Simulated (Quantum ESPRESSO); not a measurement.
# InSb3 (Pm-3m) in Quantum ESPRESSO: equation of state

How stiff is InSb3 in PBEsol, and what volume does it want? The cell is scaled to several volumes.

Everything below comes from runs of Quantum ESPRESSO 7.5. Logs are shortened: lines on timing, memory, paths and dates and some standing lists are left out, and cuts for length are marked.

## 1. The crystal as given

Symmetry: Pm-3m, No. 221, cubic system. The conventional cell has a = 4.806 Å, b = 4.806 Å, c = 4.806 Å, α = 90.00°, β = 90.00°, γ = 90.00°. Around Sb (site symmetry 4/mmm) lie 8 Sb at 3.40 Å and 4 In at 3.40 Å. In (site symmetry m-3m) is surrounded by 12 Sb at 3.40 Å.

The cell comes from a database or a generator and needn't be the stable form of this composition.

## 2. Single point, PBEsol, 26.09 Å³/atom

pw.in reads:

```
&CONTROL
  calculation = 'scf'
  prefix = 'pwscf'
  outdir = './tmp'
  pseudo_dir = './pseudo'
  tstress = .true.
  disk_io = 'nowf'
/
&SYSTEM
  ibrav = 0
  nat = 4
  ntyp = 2
  ecutwfc = 56
  ecutrho = 448
  nbnd = 39
  occupations = 'smearing'
  smearing = 'fd'
  degauss = 0.00367493
/
&ELECTRONS
  conv_thr = 8d-10
  electron_maxstep = 120
  mixing_beta = 0.5
/
ATOMIC_SPECIES
Sb   121.7600 sb_pbesol_v1.4.uspp.F.UPF
In   114.8180 in_pbesol_v1.4.uspp.F.UPF
CELL_PARAMETERS angstrom
   4.7082503466    0.0000000000    0.0000000000
   0.0000000000    4.7082503466    0.0000000000
   0.0000000000    0.0000000000    4.7082503466
ATOMIC_POSITIONS crystal
Sb     0.5000000000    0.5000000000    0.0000000000
Sb     0.0000000000    0.5000000000    0.5000000000
Sb     0.5000000000    0.0000000000    0.5000000000
In     0.0000000000    0.0000000000    0.0000000000
K_POINTS automatic
6 6 6 0 0 0
```

Potentials or basis: GBRV 1.5 PBEsol.

Launch:

```
> OMP_NUM_THREADS=1 mpirun -n 2 pw.x -nk 2 -in pw.in > pw.out
```

pw.out:

```text
This program is part of the open-source Quantum ESPRESSO suite
     for quantum simulation of materials; please cite
[... 6 lines left out ...]
     using ibrav=0 with symmetry is DISCOURAGED, use correct ibrav instead

     K-points division:     npool     =       2
     Subspace diagonalization in iterative solution of the eigenvalue problem:
     a serial algorithm will be used

     G-vector sticks info
     --------------------
     sticks:   dense  smooth     PW     G-vecs:    dense   smooth      PW
     Sum        2809    1413    421               112595    39847    6355

     Using Slab Decomposition

     bravais-lattice index     =            0
     lattice parameter (alat)  =       8.8973  a.u.
     unit-cell volume          =     704.3285 (a.u.)^3
     number of atoms/cell      =            4
     number of atomic types    =            2
     number of electrons       =        58.00
     number of Kohn-Sham states=           39
     kinetic-energy cutoff     =      56.0000  Ry
     charge density cutoff     =     448.0000  Ry
     scf convergence threshold =      8.0E-10
     mixing beta               =       0.5000
     number of iterations used =            8  plain     mixing
     Exchange-correlation= SLA  PW   PSX  PSC
                           (   1   4  10   8   0   0   0)

     celldm(1)=   8.897304  celldm(2)=   0.000000  celldm(3)=   0.000000
     celldm(4)=   0.000000  celldm(5)=   0.000000  celldm(6)=   0.000000

     crystal axes: (cart. coord. in units of alat)
               a(1) = (   1.000000   0.000000   0.000000 )
               a(2) = (   0.000000   1.000000   0.000000 )
               a(3) = (   0.000000   0.000000   1.000000 )

     reciprocal axes: (cart. coord. in units 2 pi/alat)
               b(1) = (  1.000000  0.000000  0.000000 )
               b(2) = (  0.000000  1.000000  0.000000 )
               b(3) = (  0.000000  0.000000  1.000000 )

     PseudoPot. # 1 for Sb read from file:
     sb_pbesol_v1.4.uspp.F.UPF
     Pseudo is Ultrasoft + core correction, Zval = 15.0
     Generated by new atomic code, or converted to UPF format
     Using radial grid of  891 points,  6 beta functions with:
                l(1) =   0
                l(2) =   0
                l(3) =   1
                l(4) =   1
                l(5) =   2
                l(6) =   2
     Q(r) pseudized with  8 coefficients,  rinner =    1.350   1.350   1.350
                                                       1.350   1.350

     PseudoPot. # 2 for In read from file:
     in_pbesol_v1.4.uspp.F.UPF
     Pseudo is Ultrasoft + core correction, Zval = 13.0
     Generated by new atomic code, or converted to UPF format
     Using radial grid of  889 points,  6 beta functions with:
                l(1) =   0
                l(2) =   0
                l(3) =   1
                l(4) =   1
                l(5) =   2
                l(6) =   2
     Q(r) pseudized with  6 coefficients,  rinner =    1.400   1.400   1.400
                                                       1.400   1.400

     atomic species   valence    mass     pseudopotential
     Sb               15.00   121.76000     Sb( 1.00)
     In               13.00   114.81800     In( 1.00)

     48 Sym. Ops., with inversion, found

   Cartesian axes

     site n.     atom                  positions (alat units)
         1        Sb     tau(   1) = (   0.5000000   0.5000000   0.0000000  )
         2        Sb     tau(   2) = (   0.0000000   0.5000000   0.5000000  )
         3        Sb     tau(   3) = (   0.5000000   0.0000000   0.5000000  )
         4        In     tau(   4) = (   0.0000000   0.0000000   0.0000000  )

     number of k points=    20  Fermi-Dirac smearing, width (Ry)=  0.0037
                       cart. coord. in units 2pi/alat
        k(    1) = (   0.0000000   0.0000000   0.0000000), wk =   0.0092593
        k(    2) = (   0.0000000   0.0000000   0.1666667), wk =   0.0555556
        k(    3) = (   0.0000000   0.0000000   0.3333333), wk =   0.0555556
        k(    4) = (   0.0000000   0.0000000  -0.5000000), wk =   0.0277778
        k(    5) = (   0.0000000   0.1666667   0.1666667), wk =   0.1111111
        k(    6) = (   0.0000000   0.1666667   0.3333333), wk =   0.2222222
[... 12 lines left out ...]
        k(   19) = (   0.3333333  -0.5000000  -0.5000000), wk =   0.0555556
        k(   20) = (  -0.5000000  -0.5000000  -0.5000000), wk =   0.0092593

     Dense  grid:   112595 G-vectors     FFT dimensions: (  60,  60,  60)

     Smooth grid:    39847 G-vectors     FFT dimensions: (  45,  45,  45)

     Initial potential from superposition of free atoms

     starting charge      53.5000, renormalised to      58.0000
     Starting wfcs are   36 randomized atomic wfcs +    3 random wfcs

     Self-consistent Calculation

     iteration #  1     ecut=    56.00 Ry     beta= 0.50
     Davidson diagonalization with overlap
     ethr =  1.00E-02,  avg # of iterations =  6.3

     total energy              =    -685.68547452 Ry
     estimated scf accuracy    <       5.71743017 Ry

     iteration #  2     ecut=    56.00 Ry     beta= 0.50
     Davidson diagonalization with overlap
     ethr =  9.86E-03,  avg # of iterations =  2.0
[... 43 lines left out ...]
     total energy              =    -686.94672913 Ry
     estimated scf accuracy    <          2.4E-09 Ry

     iteration #  9     ecut=    56.00 Ry     beta= 0.50
     Davidson diagonalization with overlap
     ethr =  4.06E-12,  avg # of iterations =  2.1

     End of self-consistent calculation

          k = 0.0000 0.0000 0.0000 (  4945 PWs)   bands (ev):

   -17.5402 -17.5402 -17.5402 -17.5266 -17.4929 -17.4929 -17.4695 -17.4695
   -17.4695 -17.4562 -17.4562 -17.4255 -17.4144 -17.4144 -17.4144  -2.7891
    -2.7891  -2.7662  -2.7662  -2.7662  -0.9311   4.2756   4.2756   7.1193
     7.1193   7.1193   8.0986  12.1698  12.1698  12.1698  13.5125  13.5125
    13.5125  16.5420  16.5420  16.8437  17.0058  17.0058  17.0058

          k = 0.0000 0.0000 0.1667 (  4989 PWs)   bands (ev):
[... 137 lines left out ...]
   -17.5081 -17.5081 -17.5059 -17.5032 -17.5032 -17.5012 -17.4986 -17.4626
   -17.4625 -17.4603 -17.4603 -17.4600 -17.4293 -17.4275 -17.4275  -2.8140
    -2.8046  -2.8046  -2.7524  -2.7468   2.3853   2.4027   2.4027   5.5435
     6.2955   6.9323   6.9323   7.9772  14.2839  14.5885  14.5885  15.4389
    15.5430  17.0288  17.8887  17.8887  20.2252  20.2252  20.4141

          k =-0.5000-0.5000-0.5000 (  4896 PWs)   bands (ev):

   -17.5090 -17.5090 -17.5090 -17.5067 -17.5067 -17.5067 -17.5012 -17.4601
   -17.4601 -17.4594 -17.4594 -17.4594 -17.4237 -17.4237 -17.4237  -2.8121
    -2.8121  -2.8121  -2.7460  -2.7460   2.6058   2.6058   2.6058   5.7041
     6.3650   6.3650   6.3650   6.7570  15.5133  15.5133  15.5695  15.5695
    15.5695  18.4228  18.4228  18.4228  20.6495  20.6496  20.6496

     the Fermi energy is    11.6895 ev

!    total energy              =    -686.94672913 Ry
     estimated scf accuracy    <          1.1E-10 Ry
     smearing contrib. (-TS)   =      -0.00158355 Ry
     internal energy E=F+TS    =    -686.94514558 Ry

     The total energy is F=E-TS. E is the sum of the following terms:
     one-electron contribution =    -247.86155152 Ry
     hartree contribution      =     163.21851417 Ry
     xc contribution           =    -168.16683864 Ry
     ewald contribution        =    -434.13526958 Ry

     convergence has been achieved in   9 iterations

     Computing stress (Cartesian axis) and pressure

          total   stress  (Ry/bohr**3)                   (kbar)     P=        7.34
   0.00004987   0.00000000   0.00000000            7.34        0.00        0.00
   0.00000000   0.00004987   0.00000000            0.00        7.34        0.00
   0.00000000   0.00000000   0.00004987            0.00        0.00        7.34

=------------------------------------------------------------------------------=
   JOB DONE.
=------------------------------------------------------------------------------=
```

Wall time 99 s (2 MPI ranks of Intel Xeon at 2.50GHz (Skylake/Cascade Lake), shared host); peak memory 0.6 GiB.

What came out:

```
Free energy            : -9346.3864 eV
Pressure               : 0.7 GPa
Band gap on the k mesh : none (metal or under the smearing width)
```

## 3. Single point, PBEsol, 26.65 Å³/atom

pw.in, as its differences from that of step 2:

```diff
@@ -28,5 +28,5 @@
 CELL_PARAMETERS angstrom
-   4.7082503466    0.0000000000    0.0000000000
-   0.0000000000    4.7082503466    0.0000000000
-   0.0000000000    0.0000000000    4.7082503466
+   4.7414081316    0.0000000000    0.0000000000
+   0.0000000000    4.7414081316    0.0000000000
+   0.0000000000    0.0000000000    4.7414081316
 ATOMIC_POSITIONS crystal
```

Potentials or basis: GBRV 1.5 PBEsol.

Launch:

```
> OMP_NUM_THREADS=1 mpirun -n 2 pw.x -nk 2 -in pw.in > pw.out
```

It took 1.8 min on 2 MPI ranks of Intel Xeon at 2.50GHz (Skylake/Cascade Lake), shared host; peak memory 0.62 GiB.

It converged, with:

| Quantity | Value |
| --- | --- |
| Free energy | -9346.3883 eV |
| Pressure | -0.5 GPa |
| Band gap on the k mesh | none (metal or under the smearing width) |

## 4. Single point, PBEsol, 27.20 Å³/atom

pw.in, as its differences from that of step 3:

```diff
@@ -28,5 +28,5 @@
 CELL_PARAMETERS angstrom
-   4.7414081316    0.0000000000    0.0000000000
-   0.0000000000    4.7414081316    0.0000000000
-   0.0000000000    0.0000000000    4.7414081316
+   4.7741085314    0.0000000000    0.0000000000
+   0.0000000000    4.7741085314    0.0000000000
+   0.0000000000    0.0000000000    4.7741085314
 ATOMIC_POSITIONS crystal
```

Launch:

```
> OMP_NUM_THREADS=1 mpirun -n 2 pw.x -nk 2 -in pw.in > pw.out
```

Wall time 1.7 min (2 MPI ranks of Intel Xeon at 2.50GHz (Skylake/Cascade Lake), shared host); peak memory 0.62 GiB.

Results (log left out):

| Item | Value |
| --- | --- |
| Free energy | -9346.3736 eV |
| Pressure | -1.7 GPa |
| Band gap on the k mesh | none (metal or under the smearing width) |

## 5. Single point, PBEsol, 27.76 Å³/atom

pw.in, as its differences from that of step 4:

```diff
@@ -28,5 +28,5 @@
 CELL_PARAMETERS angstrom
-   4.7741085314    0.0000000000    0.0000000000
-   0.0000000000    4.7741085314    0.0000000000
-   0.0000000000    0.0000000000    4.7741085314
+   4.8063670000    0.0000000000    0.0000000000
+   0.0000000000    4.8063670000    0.0000000000
+   0.0000000000    0.0000000000    4.8063670000
 ATOMIC_POSITIONS crystal
```

Launch:

```
> OMP_NUM_THREADS=1 mpirun -n 2 pw.x -nk 2 -in pw.in > pw.out
```

Wall time 88 s (2 MPI ranks of Intel Xeon at 2.50GHz (Skylake/Cascade Lake), shared host); peak memory 0.64 GiB.

The run converged. Its results:

```yaml
Free_energy: -9346.3441 eV
Pressure: -2.7 GPa
Band_gap_on_the_k_mesh: none (metal or under the smearing width)
```

## 6. Single point, PBEsol, 28.31 Å³/atom

pw.in, as its differences from that of step 5:

```diff
@@ -28,5 +28,5 @@
 CELL_PARAMETERS angstrom
-   4.8063670000    0.0000000000    0.0000000000
-   0.0000000000    4.8063670000    0.0000000000
-   0.0000000000    0.0000000000    4.8063670000
+   4.8381981727    0.0000000000    0.0000000000
+   0.0000000000    4.8381981727    0.0000000000
+   0.0000000000    0.0000000000    4.8381981727
 ATOMIC_POSITIONS crystal
```

Potentials or basis: GBRV 1.5 PBEsol.

Launch:

```
> OMP_NUM_THREADS=1 mpirun -n 2 pw.x -nk 2 -in pw.in > pw.out
```

Run time: 1.7 min. Hardware: 2 MPI ranks of Intel Xeon at 2.50GHz (Skylake/Cascade Lake), shared host; peak memory 0.64 GiB.

Results (log left out):

- Free energy: -9346.3016 eV
- Pressure: -3.5 GPa
- Band gap on the k mesh: none (metal or under the smearing width)

## 7. Single point, PBEsol, 28.87 Å³/atom

pw.in, as its differences from that of step 6:

```diff
@@ -28,5 +28,5 @@
 CELL_PARAMETERS angstrom
-   4.8381981727    0.0000000000    0.0000000000
-   0.0000000000    4.8381981727    0.0000000000
-   0.0000000000    0.0000000000    4.8381981727
+   4.8696159243    0.0000000000    0.0000000000
+   0.0000000000    4.8696159243    0.0000000000
+   0.0000000000    0.0000000000    4.8696159243
 ATOMIC_POSITIONS crystal
```

Launch:

```
> OMP_NUM_THREADS=1 mpirun -n 2 pw.x -nk 2 -in pw.in > pw.out
```

Run time: 1.8 min. Hardware: 2 MPI ranks of Intel Xeon at 2.50GHz (Skylake/Cascade Lake), shared host; peak memory 0.64 GiB.

The run converged. Its results:

```yaml
Free_energy: -9346.2477 eV
Pressure: -4.3 GPa
Band_gap_on_the_k_mesh: none (metal or under the smearing width)
```

## 8. Single point, PBEsol, 29.42 Å³/atom

pw.in, as its differences from that of step 7:

```diff
@@ -28,5 +28,5 @@
 CELL_PARAMETERS angstrom
-   4.8696159243    0.0000000000    0.0000000000
-   0.0000000000    4.8696159243    0.0000000000
-   0.0000000000    0.0000000000    4.8696159243
+   4.9006334225    0.0000000000    0.0000000000
+   0.0000000000    4.9006334225    0.0000000000
+   0.0000000000    0.0000000000    4.9006334225
 ATOMIC_POSITIONS crystal
```

Launch:

```
> OMP_NUM_THREADS=1 mpirun -n 2 pw.x -nk 2 -in pw.in > pw.out
```

Run time: 1.8 min. Hardware: 2 MPI ranks of Intel Xeon at 2.50GHz (Skylake/Cascade Lake), shared host; peak memory 0.66 GiB.

The run converged. Its results:

| Quantity | Value |
| --- | --- |
| Free energy | -9346.1840 eV |
| Pressure | -5.0 GPa |
| Band gap on the k mesh | none (metal or under the smearing width) |

## 9. Equation of state, PBEsol

Potentials or basis: GBRV 1.5 PBEsol.

This step only gathers the single runs of the series.

What came out:

```yaml
Equilibrium_volume: 26.43 Å³/atom
Bulk_modulus: 60 GPa
Pressure_derivative_of_the_bulk_modulus: 5.1
```

Energy against volume, from the lowest point:
```csv
volume (Å³/atom),energy (meV/atom)
26.093,0.48
26.648,0.00
27.203,3.68
27.758,11.05
28.313,21.67
28.868,35.15
29.424,51.09
```

The run has no spin-orbit coupling, so splittings on Sb are missing.
